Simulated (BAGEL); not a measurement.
# UHF/3-21G (density fitting with qzvpp-jkfit) run of GaClF (SMILES [F][Ga][Cl])

Aim: the vertical doublet–quartet gap of GaClF at UHF/3-21G (density fitting with qzvpp-jkfit), from 2 runs. 

The results are computed with BAGEL 1.2.2.

4 further runs of the same task are left out: 2 that didn't finish, 2 set aside as unsound or not needed. Runs told in other sessions of the task aren't counted.

### 1 The molecule

GaClF: 3 atoms, total charge 0, spin state doublet. As SMILES, `[F][Ga][Cl]`. Geometry: relaxed at PBE0-D4/def2-TZVP.

Bond lengths: F1–Ga2 1.758 Å, Ga2–Cl3 2.157 Å. Angles: F1–Ga2–Cl3 117.7°.

### 2 The energy at UHF/3-21G (density fitting with qzvpp-jkfit)

input.json

```json
{ "bagel" : [

{
  "title" : "molecule",
  "basis" : "3-21g",
  "df_basis" : "qzvpp-jkfit",
  "angstrom" : true,
  "geometry" : [
    { "atom" : "F", "xyz" : [      -1.421100,       0.295900,      -0.754800 ] },
    { "atom" : "Ga", "xyz" : [       0.066400,       0.649600,       0.112200 ] },
    { "atom" : "Cl", "xyz" : [       1.343900,      -1.010300,       0.629300 ] }
  ]
},

{
  "title" : "uhf",
  "nopen" : 1
},

{
  "title" : "print",
  "file" : "orbitals.molden",
  "orbitals" : true
}

]}
```

The run is started by

```bash
$ BAGEL_NUM_THREADS=1 BAGEL input.json > input.out
```

Output:

```text
* using 1 threads per process

  ===============================================================
  ===============================================================

  *** Geometry ***

  { "atom" : "F", "xyz" : [     -2.685490,      0.559170,     -1.426365 ] },
  { "atom" : "Ga", "xyz" : [      0.125478,      1.227566,      0.212027 ] },
  { "atom" : "Cl", "xyz" : [      2.539603,     -1.909190,      1.189205 ] },

  Number of auxiliary basis functions:      471

  Since a DF basis is specified, we compute 2- and 3-index integrals:
    o Being stored without compression. Storage requirement is 0.007 GB

  Number of basis functions:       44
  Number of electrons      :       57

    * METHOD: MOLECULE                             0.10

  *** Open-shell HF ***

  === Nuclear Repulsion ===
   237.3786790534

      * DIIS with orbital gradients will be used.

  === UHF iteration (3-21g) ===
      0      -2469.98377001          0.05155555           0.05
      1      -2470.07804928          0.03700895           0.04
      2      -2470.11097611          0.02327616           0.05
      3      -2470.13009424          0.00119294           0.04
      4      -2470.13068158          0.00052683           0.05
      5      -2470.13080710          0.00018181           0.05
      6      -2470.13082491          0.00005373           0.05
      7      -2470.13082880          0.00001963           0.05
      8      -2470.13082931          0.00000754           0.04
      9      -2470.13082935          0.00000250           0.04
     10      -2470.13082935          0.00000067           0.04
     11      -2470.13082936          0.00000034           0.04
     12      -2470.13082936          0.00000022           0.05
     13      -2470.13082936          0.00000013           0.05
     14      -2470.13082936          0.00000006           0.04
     15      -2470.13082936          0.00000003           0.05
     16      -2470.13082936          0.00000002           0.05
     17      -2470.13082936          0.00000001           0.05
    * SCF iteration converged.

    * S^2 (UHF) is 0.7549

    * Permanent dipole moment:
           (   -0.052749,    -1.260062,    -0.175276) a.u.

    * METHOD: UHF                                  0.90

    * METHOD: PRINT                                0.00

  ===============================================================
```

Run time: 1.1 s. Hardware: 1 thread of Intel Xeon 6975P-C (Granite Rapids), shared host.

### 3 The quartet at the same level

hf.json

```json
{ "bagel" : [

{
  "title" : "molecule",
  "basis" : "3-21g",
  "df_basis" : "qzvpp-jkfit",
  "angstrom" : "true",
  "geometry" : [
    { "atom" : "F", "xyz" : [   -1.421100,    0.295900,   -0.754800 ] },
    { "atom" : "Ga", "xyz" : [    0.066400,    0.649600,    0.112200 ] },
    { "atom" : "Cl", "xyz" : [    1.343900,   -1.010300,    0.629300 ] }
  ]
},
{ "title" : "uhf", "nopen" : 3 },
{ "title" : "print", "file" : "orbitals.molden", "orbitals" : "true" }

]}
```

The run is started by

```bash
$ BAGEL_NUM_THREADS=1 BAGEL hf.json > hf.out
```

Output:

```text
* using 1 threads per process

  ===============================================================
  ===============================================================

  *** Geometry ***

  { "atom" : "F", "xyz" : [     -2.685490,      0.559170,     -1.426365 ] },
  { "atom" : "Ga", "xyz" : [      0.125478,      1.227566,      0.212027 ] },
  { "atom" : "Cl", "xyz" : [      2.539603,     -1.909190,      1.189205 ] },

  Number of auxiliary basis functions:      471

  Since a DF basis is specified, we compute 2- and 3-index integrals:
    o Being stored without compression. Storage requirement is 0.007 GB

  Number of basis functions:       44
  Number of electrons      :       57

    * METHOD: MOLECULE                             0.10

  *** Open-shell HF ***

  === Nuclear Repulsion ===
   237.3786790534

      * DIIS with orbital gradients will be used.

  === UHF iteration (3-21g) ===
      0      -2469.74714489          0.05154058           0.05
      1      -2469.84918741          0.03825940           0.05
      2      -2469.88909025          0.02480963           0.05
      3      -2469.91157294          0.00171640           0.05
      4      -2469.91268457          0.00052136           0.05
      5      -2469.91281834          0.00018145           0.04
      6      -2469.91283810          0.00012758           0.05
      7      -2469.91285093          0.00010296           0.05
      8      -2469.91286529          0.00006204           0.05
      9      -2469.91287104          0.00002303           0.05
     10      -2469.91287188          0.00001542           0.05
     11      -2469.91287240          0.00000848           0.05
     12      -2469.91287256          0.00000334           0.05
     13      -2469.91287258          0.00000061           0.05
     14      -2469.91287258          0.00000019           0.05
     15      -2469.91287258          0.00000008           0.04
     16      -2469.91287258          0.00000003           0.04
     17      -2469.91287258          0.00000002           0.05
     18      -2469.91287258          0.00000001           0.04
    * SCF iteration converged.

    * S^2 (UHF) is 3.7527

    * Permanent dipole moment:
           (   -1.681100,     0.809083,    -0.839794) a.u.

    * METHOD: UHF                                  0.97

    * METHOD: PRINT                                0.00

  ===============================================================
```

Wall time 1.2 s (1 thread of Intel Xeon 6975P-C (Granite Rapids), shared host).

### 4 Summary of results

At UHF/3-21G (density fitting with qzvpp-jkfit):

| quantity | value |
| --- | --- |
| doublet: total energy | -2470.13083 Eh |
| doublet: dipole moment | 3.24 D |
| doublet: ⟨S²⟩ | 0.755 |
| quartet: total energy | -2469.91287 Eh |
| quartet: dipole moment | 5.20 D |
| quartet: ⟨S²⟩ | 3.753 |
| vertical energy of the quartet above the doublet | 5.931 eV |

What this shows: At this shape the quartet lies 5.93 eV (572 kJ/mol) above the doublet.
